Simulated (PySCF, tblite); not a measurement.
# C₆H₁₀F₃P: geometry, infrared bands and NMR shifts

Wanted: the infrared bands and NMR shifts of C₆H₁₀F₃P (`CP(C1CCC1)C(F)(F)F`), by calculation.

Programs: tblite 0.8.0 and PySCF 2.14.0, with density-fitted response routines of our own. Each step states its level of theory. These are calculated values for one molecule in the gas phase, unless marked as measured. Atoms are numbered from 0 throughout.

## Step 1: The starting structure

20 atoms, charge 0, multiplicity 1; geometry from: force field or distance geometry start.

Bonds of the start (Å): C0–P1 1.81, P1–C2 1.87, C2–C3 1.55, C3–C4 1.55, C4–C5 1.54, P1–C6 1.76, C6–F7 1.33, C6–F8 1.34, C6–F9 1.34, C5–C2 1.54, C0–H10 1.09, C0–H11 1.09, C0–H12 1.11, C2–H13 1.10, C3–H14 1.09, C3–H15 1.11, C4–H16 1.09, C4–H17 1.10, C5–H18 1.09, C5–H19 1.10.

## Step 2: Geometry optimisation with GFN2-xTB

What the job is given:

```
{"job": {"kind": "relax", "xc": "GFN2-xTB", "basis": "xTB"}, "charge": 0, "multiplicity": 1}
C     -1.860100     1.587900    -0.256800
P     -1.253100     0.148100     0.662200
C      0.440200    -0.062700    -0.101600
C      1.566300     0.908200     0.324700
C      2.540100    -0.278800     0.133100
C      1.337900    -1.214600     0.379200
C     -2.147600    -1.153000    -0.104300
F     -1.950800    -1.032600    -1.409100
F     -1.639500    -2.289800     0.392400
F     -3.423900    -0.968200     0.254100
H     -1.318100     2.488600     0.027800
H     -1.770600     1.461400    -1.336200
H     -2.930800     1.767100    -0.023600
H      0.309400    -0.068300    -1.198800
H      1.730500     1.775100    -0.311600
H      1.509400     1.242500     1.386500
H      3.364300    -0.344500     0.845300
H      2.943100    -0.348700    -0.891300
H      1.320900    -2.120700    -0.218200
H      1.227200    -1.486200     1.443100
```

On the command line:

```bash
OMP_NUM_THREADS=1 python probes_run.py task.json out
```

One launch serves the whole session: the jobs run in the order shown.

**Question.** This job is followed by: GFN2-xTB harmonic vibrations, gas phase; GIAO PBE0/pcSseg-1 NMR shielding, non-relativistic, gas phase. Predict these results of the whole session: strongest single infrared mode (GFN2-xTB); zero-point energy (GFN2-xTB); 13C shifts against TMS (PBE0/pcSseg-1, means over atoms taken as alike); 1H shifts against TMS (PBE0/pcSseg-1, means over atoms taken as alike); 31P shifts against H3PO4 (PBE0/pcSseg-1); 19F shifts against CFCl3 (PBE0/pcSseg-1, means over atoms taken as alike).

The runs gave:

| quantity | value |
| --- | --- |
| strongest single infrared mode (GFN2-xTB) | 1033 cm⁻¹, 199 km/mol |
| zero-point energy (GFN2-xTB) | 94.5 kcal/mol |
| 13C shifts against TMS (PBE0/pcSseg-1, means over atoms taken as alike) | 142.0, 33.2, 25.0, 20.7, 9.5 ppm |
| 1H shifts against TMS (PBE0/pcSseg-1, means over atoms taken as alike) | 2.88, 2.33, 2.28, 2.15, 2.09, 1.30 ppm |
| 31P shifts against H3PO4 (PBE0/pcSseg-1) | -23.8 ppm |
| 19F shifts against CFCl3 (PBE0/pcSseg-1, means over atoms taken as alike) | -79.4 ppm |

**Reading.** Relaxing lowered the energy by 0.767 eV in 69 steps; the close pair that moved most is P1–C6, from 1.755 to 1.893 Å. All 54 modes are real, so the xTB geometry is a minimum. The strongest single mode, at 1033 cm⁻¹, moves mainly C6. Unscaled tight-binding wavenumbers are off by several per cent, some by more. Its intensities can rank the bands wrongly.
